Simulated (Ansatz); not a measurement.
# BHLYP/6-31G(d) (spherical functions) run of Si2H6O2 (SMILES O[SiH2][SiH2]O)

What is the vertical ionisation energy of Si2H6O2 at BHLYP/6-31G* (spherical functions)? 

The calculation is run with Ansatz 0.2.0.

48 further runs of the same task are left out: 48 set aside as unsound or not needed. Runs told in other sessions of the task aren't counted.

## 1. The molecule

Si2H6O2: 10 atoms, total charge 0, spin state singlet. SMILES: `O[SiH2][SiH2]O`. Geometry: relaxed at PBE0-D4/def2-TZVP. This is one conformer, not always the lowest.

Bond lengths: O1–Si2 1.656 Å, Si2–Si3 2.357 Å, Si3–O4 1.656 Å, O1–H5 0.958 Å, Si2–H6 1.487 Å, Si2–H7 1.494 Å, Si3–H8 1.493 Å, Si3–H9 1.487 Å, O4–H10 0.958 Å. Some angles: O1–Si2–Si3 112.1°, Si2–Si3–O4 112.1°, O1–Si2–H6 105.4°, O1–Si2–H7 111.3°, Si3–Si2–H6 110.5°, Si3–Si2–H7 109.5°, Si2–O1–H5 117.4°, Si2–Si3–H8 109.5°, Si2–Si3–H9 110.5°, O4–Si3–H8 111.3°.

## 2. The energy at BHLYP/6-31G(d) (spherical functions)

The input, in.yaml:

```yaml
crystal:
  periodic: [false, false, false]
  atoms:
    - {symbol: O, position_ang: [-1.023300, 1.887700, 1.029000]}
    - {symbol: Si, position_ang: [0.114300, 0.686000, 0.959700]}
    - {symbol: Si, position_ang: [-0.148600, -0.673600, -0.947700]}
    - {symbol: O, position_ang: [0.987200, -1.877000, -1.014900]}
    - {symbol: H, position_ang: [-1.013300, 2.545500, 0.332800]}
    - {symbol: H, position_ang: [-0.079100, -0.112900, 2.199100]}
    - {symbol: H, position_ang: [1.498300, 1.246700, 0.986300]}
    - {symbol: H, position_ang: [-1.533500, -1.232000, -0.975500]}
    - {symbol: H, position_ang: [0.047500, 0.124300, -2.187300]}
    - {symbol: H, position_ang: [0.975700, -2.534100, -0.318000]}
basis:
  gaussian:
    orbitals: 6-31G_st_-spherical.json
hamiltonian:
  xc: {name: BHLYP}
accuracy: high
output: {orbitals: {seedname: orbitals}}
```

The basis set 6-31G* is read from a file made from the Basis Set Exchange's data (not shown).

Started as:

```console
$ ansatz run in.yaml --threads 1 --pin off --max-ram 2610MiB --events-out events.jsonl --progress --plain --runs-dir runs
```

Output:

```text
Warning: RAYON_NUM_THREADS=1 ignored (pool sized by the plan → 1); use --threads N
Functional definition: BHLYP
  name "BHLYP"
  parameter a = 0.5
  exchange = (1 - a)*b88_x + a*exact_x
  correlation = lyp_c
1719 factors; integrals over basis functions are off by at most 8.4e-9 eV
mean field evaluation 1: about -19939.7998 eV, gradient 5.6e1 eV
mean field evaluation 2: about -19937.5601 eV, gradient 6.6e1 eV
mean field evaluation 4: about -19945.2202 eV, gradient 5.7e-1 eV
mean field evaluation 8: about -19945.2963 eV, gradient 9.3e-3 eV
mean field evaluation 16: about -19945.2963 eV, gradient 1.3e-5 eV
mean field -19945.29633851 eV, -732.9761210330 hartree, gradient 1.3e-8 eV, S^2 0.000000; 0 other end points of the search recorded, 0 dependent functions left out
reference -19945.29636834 eV, -732.9761221290 hartree; 25, 25 occupied and 51, 51 virtual orbitals, 1719 factors
Total energy: -19945.29636834 eV, -732.9761221290 hartree
```

Wall time 8.7 s (1 thread of Arm Neoverse V1, shared host); peak memory 0.25 GiB.

## 3. The doublet cation

The input, input.yaml:

```yaml
basis:
  gaussian:
    orbitals: 6-31G_st_-spherical.json
crystal:
  periodic: [false, false, false]
  atoms:
    - {symbol: O, position_ang: [-1.023300, 1.887700, 1.029000]}
    - {symbol: Si, position_ang: [0.114300, 0.686000, 0.959700]}
    - {symbol: Si, position_ang: [-0.148600, -0.673600, -0.947700]}
    - {symbol: O, position_ang: [0.987200, -1.877000, -1.014900]}
    - {symbol: H, position_ang: [-1.013300, 2.545500, 0.332800]}
    - {symbol: H, position_ang: [-0.079100, -0.112900, 2.199100]}
    - {symbol: H, position_ang: [1.498300, 1.246700, 0.986300]}
    - {symbol: H, position_ang: [-1.533500, -1.232000, -0.975500]}
    - {symbol: H, position_ang: [0.047500, 0.124300, -2.187300]}
    - {symbol: H, position_ang: [0.975700, -2.534100, -0.318000]}
total_charge: 1
magnetization:
  spin_polarized: true
  initial_magnetization: 1
hamiltonian:
  xc: {name: BHLYP}
accuracy: high
output: {orbitals: {seedname: orbitals}}
```

The basis set 6-31G* is read from a file made from the Basis Set Exchange's data (not shown).

Started as:

```console
$ ansatz run input.yaml --threads 1 --pin off --max-ram 2610MiB --events-out events.jsonl --progress --plain --runs-dir runs
```

Output:

```text
Warning: RAYON_NUM_THREADS=1 ignored (pool sized by the plan → 1); use --threads N
[... 5 set-up lines as earlier in the session ...]
1719 factors; integrals over basis functions are off by at most 8.4e-9 eV
mean field evaluation 1: about -19923.4040 eV, gradient 5.8e1 eV
mean field evaluation 2: about -19906.2732 eV, gradient 8.6e1 eV
mean field evaluation 4: about -19935.5585 eV, gradient 1.5e0 eV
mean field evaluation 8: about -19935.6524 eV, gradient 1.7e-1 eV
mean field evaluation 16: about -19935.6531 eV, gradient 3.6e-4 eV
mean field evaluation 32: about -19935.6531 eV, gradient 6.6e-8 eV
mean field -19935.65310261 eV, -732.6217386500 hartree, gradient 6.6e-8 eV, S^2 0.761206; 0 other end points of the search recorded, 0 dependent functions left out
reference -19935.65313141 eV, -732.6217397081 hartree; 25, 24 occupied and 51, 52 virtual orbitals, 1719 factors
Total energy: -19935.65313141 eV, -732.6217397081 hartree
```

Run time: 17 s. Hardware: 1 thread of Arm Neoverse V1, shared host; peak memory 0.37 GiB.

## 4. What came out

Level: BHLYP/6-31G* (spherical functions).

```
                                          quantity          value
                     singlet Si2H6O2: total energy  -732.97612 Eh
                      singlet Si2H6O2: HOMO energy       -8.48 eV
                      singlet Si2H6O2: LUMO energy        0.26 eV
                    singlet Si2H6O2: HOMO–LUMO gap        8.75 eV
                      doublet cation: total energy  -732.62174 Eh
doublet cation: HOMO energy (highest over α and β)      -15.63 eV
 doublet cation: LUMO energy (lowest over α and β)      -10.79 eV
                              doublet cation: ⟨S²⟩          0.761
vertical ionisation energy (to the doublet cation)       9.643 eV
```

**Reading.** Removing an electron at fixed nuclei costs 9.64 eV (222 kcal/mol). The negative HOMO energy of the first species, 8.48 eV, lies 1.16 eV below that difference.
